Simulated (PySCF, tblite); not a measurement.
# C5H5FS+ (doublet): geometry, infrared bands and EPR parameters

What infrared bands and EPR parameters should C5H5FS+ (doublet) (`[CH2+][CH]C(=C=S)CF`) show?

Programs: tblite 0.8.0 and PySCF 2.14.0, with density-fitted response routines of our own. Each step states its level of theory. These are calculated values for one molecule in the gas phase, unless marked as measured. Atoms are numbered from 0 throughout.

### 1 The molecule as given

12 atoms, charge 1, multiplicity 2; geometry from: force field or distance geometry start.

Bonds of the start (Å): C0–C1 1.47, C1–C2 1.45, C2–C3 1.32, C3–S4 1.63, C2–C5 1.50, C5–F6 1.40, C0–H7 1.09, C0–H8 1.09, C1–H9 1.07, C5–H10 1.10, C5–H11 1.12.

### 2 Geometry optimisation with GFN2-xTB

What the job is given:

```
{"job": {"kind": "relax", "xc": "GFN2-xTB", "basis": "xTB"}, "charge": 1, "multiplicity": 2}
C      1.905300    -0.277600     0.660500
C      1.035800     0.075100    -0.472000
C     -0.357800     0.324600    -0.174400
C     -0.675200     1.403400     0.513300
S     -1.035100     2.710000     1.413200
C     -1.506500    -0.528700    -0.621800
F     -1.270200    -1.781600    -0.050900
H      1.970900    -1.322300     0.978800
H      2.503900     0.423600     1.246800
H      1.311800    -0.256000    -1.447400
H     -2.497200    -0.128600    -0.340200
H     -1.384200    -0.642500    -1.731800
```

On the command line:

```sh
$ OMP_NUM_THREADS=1 python probes_run.py task.json out
```

The driver reads the jobs from task.json and runs them one after another.

The log of the run:

```text
step      E/eV     max force
  0    -559.80168    5.209
  1    -560.23579    3.669
  2    -560.44296    1.240
  3    -560.61167    1.542
  4    -560.88426    1.432
  5    -561.02211    1.245
  6    -561.23762    1.162
  7    -561.45967    1.787
  8    -561.65882    1.803
  9    -561.80239    1.045
 10    -561.90711    1.004
 11    -562.01080    0.881
 12    -562.08978    0.835
 13    -562.13006    0.676
 14    -562.15381    0.502
 15    -562.17718    0.431
 16    -562.21443    0.465
 17    -562.22431    0.325
 18    -562.24341    0.338
 19    -562.26243    0.613
 20    -562.28771    0.716
 21    -562.30860    0.530
 22    -562.32451    0.313
 23    -562.33677    0.287
 24    -562.34744    0.332
 25    -562.35381    0.189
 26    -562.35661    0.219
 27    -562.35853    0.129
 28    -562.36031    0.143
 29    -562.36197    0.118
 30    -562.36302    0.081
 31    -562.36420    0.101
 32    -562.36567    0.146
 33    -562.36782    0.166
 34    -562.37074    0.192
 35    -562.37457    0.184
 36    -562.37902    0.276
 37    -562.38381    0.360
 38    -562.38933    0.340
 39    -562.39539    0.189
 40    -562.40052    0.156
 41    -562.40449    0.163
 42    -562.40770    0.166
 43    -562.41067    0.164
 44    -562.41349    0.119
 45    -562.41552    0.134
 46    -562.41506    0.225
 47    -562.41701    0.237
 48    -562.41796    0.126
 49    -562.41902    0.076
 50    -562.42088    0.097
 51    -562.42226    0.098
 52    -562.42389    0.089
 53    -562.42462    0.079
 54    -562.42532    0.068
 55    -562.42608    0.075
 56    -562.42704    0.095
 57    -562.42807    0.089
 58    -562.42904    0.086
 59    -562.42993    0.075
 60    -562.43077    0.108
 61    -562.43156    0.107
 62    -562.43240    0.063
 63    -562.43329    0.075
 64    -562.43422    0.069
 65    -562.43544    0.096
 66    -562.43669    0.106
 67    -562.43753    0.057
 68    -562.43789    0.043
 69    -562.43808    0.040
 70    -562.43828    0.039
 71    -562.43851    0.037
 72    -562.43874    0.044
 73    -562.43889    0.066
 74    -562.43916    0.054
 75    -562.43958    0.049
 76    -562.43998    0.053
 77    -562.44051    0.061
 78    -562.44114    0.061
 79    -562.44194    0.071
 80    -562.44287    0.060
 81    -562.44370    0.059
 82    -562.44349    0.163
 83    -562.44444    0.085
 84    -562.44479    0.056
 85    -562.44514    0.041
 86    -562.44549    0.051
 87    -562.44587    0.077
 88    -562.44638    0.094
 89    -562.44703    0.081
 90    -562.44785    0.099
 91    -562.44871    0.122
 92    -562.44986    0.149
 93    -562.45098    0.103
 94    -562.45169    0.060
 95    -562.45197    0.052
 96    -562.45211    0.038
 97    -562.45219    0.027
 98    -562.45226    0.020
 99    -562.45235    0.023
100    -562.45245    0.030
101    -562.45259    0.038
102    -562.45279    0.033
103    -562.45293    0.044
104    -562.45299    0.024
105    -562.45307    0.022
106    -562.45312    0.023
107    -562.45317    0.019
108    -562.45321    0.024
109    -562.45324    0.013
110    -562.45326    0.009
```

It took 1.5 s on 1 thread of AMD EPYC, shared host.

Step by step: (not every step is listed)

```
step  energy from step 0 (eV)  largest force (eV/Å)
   0                   0.0000                5.2088
   1                  -0.4341                3.6689
   2                  -0.6413                1.2399
   3                  -0.8100                1.5419
   4                  -1.0826                1.4316
   5                  -1.2204                1.2446
   6                  -1.4359                1.1617
   7                  -1.6580                1.7871
   8                  -1.8571                1.8025
  17                  -2.4226                0.3253
  26                  -2.5549                0.2195
  35                  -2.5729                0.1835
  44                  -2.6118                0.1191
  53                  -2.6229                0.0790
  62                  -2.6307                0.0634
  71                  -2.6368                0.0372
  80                  -2.6412                0.0597
  89                  -2.6454                0.0808
  98                  -2.6506                0.0197
 105                  -2.6514                0.0220
 106                  -2.6514                0.0226
 107                  -2.6515                0.0191
 108                  -2.6515                0.0244
 109                  -2.6516                0.0132
 110                  -2.6516                0.0088
```

Close pairs (by a distance rule), those that changed most:

```
  bond  before (Å)  after (Å)  change (Å)
 C0–C1       1.471      1.350      -0.121
 C3–S4       1.627      1.530      -0.097
 C5–F6       1.397      1.348      -0.048
 C2–C3       1.318      1.345      +0.027
C5–H11       1.123      1.100      -0.022
 C1–H9       1.066      1.083      +0.017
 C0–H7       1.094      1.078      -0.016
 C1–C2       1.447      1.432      -0.014
```

The end geometry stands in the next job.

### 3 Harmonic vibrations with GFN2-xTB

What the job is given:

```
{"job": {"kind": "ir", "xc": "GFN2-xTB", "basis": "xTB"}, "charge": 1, "multiplicity": 2}
C      1.986949    -0.115619     0.639523
C      0.859705    -0.536364     0.028274
C     -0.368672     0.198133    -0.031041
C     -0.520537     1.409441     0.533411
S     -0.685282     2.785743     1.180644
C     -1.547827    -0.409259    -0.758207
F     -1.239840    -1.623700    -1.256900
H      2.868384    -0.735764     0.634720
H      2.061999     0.832260     1.148347
H      0.842529    -1.498560    -0.468517
H     -2.401516    -0.535689    -0.076012
H     -1.854694     0.228694    -1.600270
```

The log of the run:

```text
mode    cm-1     km/mol
  1      42.7     15.90
  2      96.5      1.15
  3     102.7      0.63
  4     202.6      3.40
  5     208.8      6.89
  6     347.7      7.19
  7     393.2      1.99
  8     438.6      3.88
  9     549.2      1.24
 10     574.6      0.30
 11     720.7      0.83
 12     886.8      1.03
 13     903.0      0.64
 14     957.5     41.63
 15     978.2      4.41
 16    1067.6     47.19
 17    1127.2     87.87
 18    1168.8      0.36
 19    1208.4     10.79
 20    1281.3      3.76
 21    1287.5     10.25
 22    1355.1    101.74
 23    1367.1      1.63
 24    1529.4     50.38
 25    1695.0    192.37
 26    2878.8      2.74
 27    2897.1     36.53
 28    3066.3     21.18
 29    3098.1     22.56
 30    3135.1     14.27
```

Wall time 0.65 s (1 thread of AMD EPYC, shared host).

Which atoms move in the most intense modes:

```
cm⁻¹  km/mol                                 atoms
 958    41.6                      H9 39 %, H8 31 %
1068    47.2             C2 34 %, C5 29 %, F6 19 %
1127    87.9             C5 40 %, C2 25 %, F6 20 %
1355   101.7  H7 25 %, H8 19 %, H10 19 %, H11 19 %
1529    50.4                      C1 42 %, C0 40 %
1695   192.4                      C3 69 %, C2 20 %
2897    36.5                    H10 50 %, H11 46 %
3098    22.6                      H8 59 %, H7 36 %
```

### 4 g tensor and hyperfine couplings: B3LYP/pcH-1

Same as in step 3 but for these lines:

```diff
@@ -1,2 +1,2 @@
-{"job": {"kind": "ir", "xc": "GFN2-xTB", "basis": "xTB"}, "charge": 1, "multiplicity": 2}
+{"job": {"kind": "epr", "basis": "pcH-1"}, "charge": 1, "multiplicity": 2}
 C      1.986949    -0.115619     0.639523
```

Method: UKS B3LYP, pcH-1 on C F H S, non-relativistic, mean-field spin-orbit, GIAO.

The log of the run:

```text
UKS, coarse grid
  cycle   1  E = -691.16621136  |g| = 4.06e-01
  cycle   2  E = -690.99203488  |g| = 7.57e-01
  cycle   3  E = -691.22654915  |g| = 9.41e-02
  cycle   4  E = -691.22609083  |g| = 9.46e-02
  cycle   5  E = -691.23072733  |g| = 1.89e-02
  cycle   6  E = -691.23094779  |g| = 8.61e-03
  cycle   7  E = -691.23100181  |g| = 2.43e-03
  cycle   8  E = -691.23101709  |g| = 1.61e-03
  cycle   9  E = -691.23101949  |g| = 6.02e-04
UKS, final grid
  cycle   1  E = -691.23100062  |g| = 9.69e-04
  cycle   2  E = -691.23099952  |g| = 1.80e-03
  cycle   3  E = -691.23100113  |g| = 3.07e-04
  cycle   4  E = -691.23100118  |g| = 1.15e-04
  cycle   5  E = -691.23100121  |g| = 8.33e-05
  cycle   6  E = -691.23100122  |g| = 1.67e-05
  cycle   7  E = -691.23100122  |g| = 6.64e-06
E = -691.23100122 Eh   <S^2> = 0.7661 (exact 0.7500)
g shifts (ppm)      1          2          3
  rmc          -181       -181       -181
  gc             39         -1         41
  oz_so       -3383        120       4215
  total       -3525        -63       4075
hyperfine (MHz)  atom isotope    a_iso     a_fc   dipolar eigenvalues
    0   13C      32.52      32.58    -33.58    -32.81     66.39
    1   13C     -23.65     -23.73     -5.97      1.39      4.58
    2   13C      23.93      23.94    -25.95    -25.24     51.18
    3   13C     -13.78     -13.29    -14.64     -4.87     19.51
    4   33S       6.39       6.94    -35.27    -28.79     64.05
    5   13C     -13.43     -13.49     -2.34     -0.72      3.06
    6   19F       1.51       1.13    -13.24     -5.45     18.68
    7    1H     -28.03     -28.03    -15.99     -1.82     17.80
    8    1H     -26.37     -26.37    -13.22     -2.87     16.09
    9    1H       2.32       2.30     -3.28     -1.00      4.28
   10    1H      53.92      53.93     -2.97     -1.05      4.02
   11    1H      54.65      54.66     -2.98     -1.03      4.02
```

It took 87 s on 1 thread of AMD EPYC, shared host; peak memory 0.91 GiB.

Principal g values 1.99879, 2.00226, 2.00639; g(iso) = 2.00248, against 2.00232 for a free electron.

Hyperfine couplings; where a row names several nuclei, a(iso) is their mean (it holds for fast rotation or exchange) and the dipolar term the largest among them:

```
  nuclei  isotope  a(iso) (MHz)  a(iso) (G, at g = 2.0023)  largest dipolar term (MHz)
H10, H11       1H          54.3                       19.4                         4.0
      C0      13C          32.5                       11.6                        66.4
  H7, H8       1H         -27.2                       -9.7                        17.8
      C2      13C          23.9                        8.5                        51.2
      C1      13C         -23.7                       -8.4                        -6.0
      C3      13C         -13.8                       -4.9                        19.5
      C5      13C         -13.4                       -4.8                         3.1
      S4      33S           6.4                        2.3                        64.1
      H9       1H           2.3                        0.8                         4.3
      F6      19F           1.5                        0.5                        18.7
```

Mulliken spin populations:

```
atom  value (e)
  C0       0.42
  C1      -0.07
  C2       0.28
  C3       0.03
  S4       0.35
  C5      -0.02
  F6       0.00
  H7      -0.02
  H8      -0.02
  H9       0.00
 H10       0.02
 H11       0.02
```

In first order the couplings over 0.8 MHz of 1H, 19F give 36 distinct lines over 59.5 G, if the averaged nuclei exchange fast.

Orbitals, density, ELF and potential are computed afterwards from the orbital file.

ELF in a plane through or near 10 of the atoms.

Ten even steps from ' ' (0.00) to '@' (1.00):
```
                                                        
                                                        
                    ..--==****++--..                    
                  ..==##%%%%%%%%%%++..                  
                  ::**%%##--++++%%##--                  
                  ..++####....**##++--..                
            ..      ..**##%%++%%##++::                  
          ++@@@@@@--  ::++::**--++::                    
          ##@@@@@@@@..  ::##@@%%++..  ....              
          ::##@@@@##==::==****::##**==**==::            
        ::++####::--@@::::@@**##@@::##++++::            
      ..@@@@@@@@%%**##----**::  ::++**--..              
      ..%%@@@@@@##..==@@@@@@--..**##--%%==..            
        ..%%%%**..  ==@@@@@@..::##%%##%%++--            
                    ..%%@@##    ::====--..              
                                                        
                                                        
                                                        
                                                        
                                                        
```
The map spans 10.9 Å across and 11.4 Å up, centred on the molecule. Atoms in the plane (x, y in Å): C0 (-2.1, -0.3), C1 (-0.8, -0.6), C2 (0.3, 0.2), C3 (0.2, 1.6), S4 (0.0, 3.1), C5 (1.7, -0.3), F6 (1.7, -1.7), H7 (-2.9, -1.0), H8 (-2.4, 0.8), H9 (-0.5, -1.7).

On the surface of density 0.002 e/bohr³ the electrostatic potential runs, from the 1st to the 99th percentile, from 2.47 V near F6 to 5.86 V near H10.

The spin density lies nearest to S4 27 %; C0 25 %; C2 20 %; C3 9 %.

### 5 Results

```
                                 quantity                     value
strongest single infrared mode (GFN2-xTB)     1695 cm⁻¹, 192 km/mol
             zero-point energy (GFN2-xTB)             50.8 kcal/mol
                           g(iso) (B3LYP)                   2.00248
                                     ⟨S²⟩        0.766 (exact 0.75)
       largest a(iso) (averaged by class)  1H on H10, H11, 54.3 MHz
```

Over 110 steps the energy fell by 2.652 eV; of the close pairs, C0–C1 changed most, 1.471 to 1.350 Å. All 30 modes are real, so the xTB geometry is a minimum. The strongest single mode, at 1695 cm⁻¹, moves mainly C3. GFN2-xTB is a fitted tight-binding method: band positions and strengths are rough. Its intensities can rank the bands wrongly. The largest spin populations lie on C0 (0.42 e), S4 (0.35 e). The isotropic g lies 0.2 ppt above the free-electron value.
